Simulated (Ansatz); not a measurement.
# LuGaP2: a single-point run

The task is a single-point run on LuGaP2. The structure is shown as the input types it. The cell is built on a prototype (ordering on rocksalt) and needn't be the phase found in nature.

Program: Ansatz 0.2.0. Level of theory: density functional or hybrid calculation with the settings of its input, plane waves (as first typed). These are calculated values, not measurements.

2 further runs of the same task are left out: 1 for a known fault of the program, 1 that didn't finish.

## 1. The starting structure

It takes space group R-3m (No. 166, trigonal). Conventional cell: a = 3.791 Å, b = 3.791 Å, c = 18.407 Å, α = 90.00°, β = 90.00°, γ = 120.00°. Around Ga (site symmetry -3m) lie 6 P at 2.60 Å. Lu (site symmetry -3m) has 6 P at 2.75 Å as nearest neighbours. P (site symmetry 3m) is surrounded by 3 Ga at 2.60 Å and 3 Lu at 2.75 Å.

Structure file:

```
Ga Lu P
1.0
     1.89553    1.09439    6.13563
    -1.89553    1.09439    6.13563
     0.00000   -2.18877    6.13563
Ga Lu P
1 1 2
Direct
  0.00000 0.00000 0.00000
  0.50000 0.50000 0.50000
  0.25737 0.25737 0.25737
  0.74263 0.74263 0.74263
```

## 2. Input and run

Input file input.yaml:

```yaml
crystal:
  lattice:
    - [1.8955336922, 1.0943868875, 6.1356261621]
    - [-1.8955336922, 1.0943868875, 6.1356261621]
    - [0.0, -2.1887737749, 6.1356261621]
  atoms:
    - { symbol: Ga, position: [1.0, 0.0, 0.0] }
    - { symbol: Lu, position: [0.5, 0.5, 0.5] }
    - { symbol: P, position: [0.2573738767, 0.2573738767, 0.2573738767] }
    - { symbol: P, position: [0.7426261233, 0.7426261233, 0.7426261233] }
kpoints:
  mp_grid: { grid: [6, 6, 6] }
hamiltonian:
  xc: r2scan
scf:
  occupations: { method: cold, width: 1.5 }
  n_extra_bands: 5
output:
  forces: true
  stress: true
  eigenvalues: true
```

Launch:

```
$ ansatz run input.yaml --threads 4 --pin off --max-ram 3686MiB --backend cpu --events-out ev --progress --plain --runs-dir out
```

**Question.** How will this run end, and is anything wrong with its input?

The program finished normally. That alone doesn't make the input a sound one.

The suspect setting: scf.occupations.method is cold; scf.occupations.width is 1.5. Occupations are smeared over electronvolts, wider than many features of the bands.

To check: set scf.occupations.method to fermi_dirac and scf.occupations.width to 0.02.
